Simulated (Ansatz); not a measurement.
# Fe: equation of state

Aim: scale the cell of Fe up and down at fixed shape and fractional positions, and get the equilibrium volume and bulk modulus with LAPW, PAW and all-electron datasets made for the crystal.

Method: DFT LDA, scalar-relativistic, in Ansatz 0.2.0.

**1. The structure to begin with**

It takes space group Fmmm (No. 69, orthorhombic). Conventional cell: a = 2.997 Å, b = 3.883 Å, c = 3.930 Å, α = 90.00°, β = 90.00°, γ = 90.00°. Fe (site symmetry mmm) is surrounded by 12 Fe at 2.45 to 2.76 Å.

Coordinates:

```
Fe
1.0
     0.00000    1.94174    1.96511
     1.49844    0.00000    1.96511
     1.49844    1.94174    0.00000
Fe
1
Direct
  0.00000 0.00000 0.00000
```

The cell is one relaxed in the Materials Project, used as it stands.

**2. Volume × 0.9405, LAPW**

Contents of input.yaml:

```yaml
crystal:
  lattice:
    - [0.0, 1.9024384199, 1.9253309689]
    - [1.4681109357, 0.0, 1.9253309689]
    - [1.4681109357, 1.9024384199, 0.0]
  atoms:
    - { symbol: Fe, position: [0.0, 0.0, 0.0], spin: 3.0 }
magnetization:
  spin_polarized: true
kpoints:
  mp_grid: { grid: [16, 16, 16] }
scf:
  occupations: { method: fermi_dirac, width: 0.05 }
hamiltonian:
  xc: lda
  pseudopotentials: { kind: all_electron, lapw: { basis_error: 0.0005 } }
output:
  forces: true
  stress: true
  eigenvalues: true
```

Run with:

```sh
$ ansatz run input.yaml --threads 1 --pin off --max-ram 3072MiB --backend cpu --events-out ev --progress --plain --runs-dir out
```

**3. Volume × 0.9405, PAW**

Edit input.yaml of step 2 so:

```diff
@@ -15,3 +15,3 @@
   xc: lda
-  pseudopotentials: { kind: all_electron, lapw: { basis_error: 0.0005 } }
+  pseudopotentials: { kind: paw }
 output:
@@ -20 +20,6 @@
   eigenvalues: true
+  efg: { contact_densities: true }
+  write_density: true
+  write_potential: true
+  elf: true
+  volumetric_format: npy
```

**4. Volume × 0.9405, crystal datasets**

Edit input.yaml of step 3 so:

```diff
@@ -15,3 +15,3 @@
   xc: lda
-  pseudopotentials: { kind: paw }
+  pseudopotentials: { kind: all_electron, datasets: crystal }
 output:
@@ -21,5 +21 @@
   efg: { contact_densities: true }
-  write_density: true
-  write_potential: true
-  elf: true
-  volumetric_format: npy
```

**5. Volume × 0.98, LAPW**

Contents of input.yaml:

```yaml
crystal:
  lattice:
    - [0.0, 1.9287074879, 1.9519161397]
    - [1.4883827645, 0.0, 1.9519161397]
    - [1.4883827645, 1.9287074879, 0.0]
  atoms:
    - { symbol: Fe, position: [0.0, 0.0, 0.0], spin: 3.0 }
magnetization:
  spin_polarized: true
kpoints:
  mp_grid: { grid: [16, 16, 16] }
scf:
  occupations: { method: fermi_dirac, width: 0.05 }
hamiltonian:
  xc: lda
  pseudopotentials: { kind: all_electron, lapw: { basis_error: 0.0005 } }
output:
  forces: true
  stress: true
  eigenvalues: true
```

**6. Volume × 1.02, LAPW**

Edit input.yaml of step 5 so:

```diff
@@ -2,5 +2,5 @@
   lattice:
-    - [0.0, 1.9287074879, 1.9519161397]
-    - [1.4883827645, 0.0, 1.9519161397]
-    - [1.4883827645, 1.9287074879, 0.0]
+    - [0.0, 1.9545992686, 1.978119483]
+    - [1.5083634409, 0.0, 1.978119483]
+    - [1.5083634409, 1.9545992686, 0.0]
   atoms:
```

**7. Volume × 1.02, PAW**

Edit input.yaml of step 6 so:

```diff
@@ -15,3 +15,3 @@
   xc: lda
-  pseudopotentials: { kind: all_electron, lapw: { basis_error: 0.0005 } }
+  pseudopotentials: { kind: paw }
 output:
@@ -20 +20,2 @@
   eigenvalues: true
+  efg: { contact_densities: true }
```

**8. Volume × 1.06, LAPW**

Contents of input.yaml:

```yaml
crystal:
  lattice:
    - [0.0, 1.9798226863, 2.0036464209]
    - [1.5278283418, 0.0, 2.0036464209]
    - [1.5278283418, 1.9798226863, 0.0]
  atoms:
    - { symbol: Fe, position: [0.0, 0.0, 0.0], spin: 3.0 }
magnetization:
  spin_polarized: true
kpoints:
  mp_grid: { grid: [16, 16, 16] }
scf:
  occupations: { method: fermi_dirac, width: 0.05 }
hamiltonian:
  xc: lda
  pseudopotentials: { kind: all_electron, lapw: { basis_error: 0.0005 } }
output:
  forces: true
  stress: true
  eigenvalues: true
```

**9. Volume × 1.06, PAW**

Edit input.yaml of step 8 so:

```diff
@@ -15,3 +15,3 @@
   xc: lda
-  pseudopotentials: { kind: all_electron, lapw: { basis_error: 0.0005 } }
+  pseudopotentials: { kind: paw }
 output:
@@ -20 +20,6 @@
   eigenvalues: true
+  efg: { contact_densities: true }
+  write_density: true
+  write_potential: true
+  elf: true
+  volumetric_format: npy
```

**10. Volume × 1.06, crystal datasets**

Edit input.yaml of step 9 so:

```diff
@@ -15,3 +15,3 @@
   xc: lda
-  pseudopotentials: { kind: paw }
+  pseudopotentials: { kind: all_electron, datasets: crystal }
 output:
@@ -21,5 +21 @@
   efg: { contact_densities: true }
-  write_density: true
-  write_potential: true
-  elf: true
-  volumetric_format: npy
```

(Steps that only read results are left out.)

What does the calculation give?

As calculated:

| quantity | value |
| --- | --- |
| pressure at 10.75 Å³/atom (LAPW) | -7.65 GPa |
| pressure at 12.12 Å³/atom (LAPW) | -25.38 GPa |

**Reading.** Over this range the mean stiffness −dP/dlnV is 148 GPa by LAPW; the pressure keeps one sign, so equilibrium lies outside the range. The moment on Fe goes from 2.05 to 2.32 μB as the cell expands. No thermal or zero-point expansion is included. Other magnetic orders may lie lower; this is the state that the run reached.
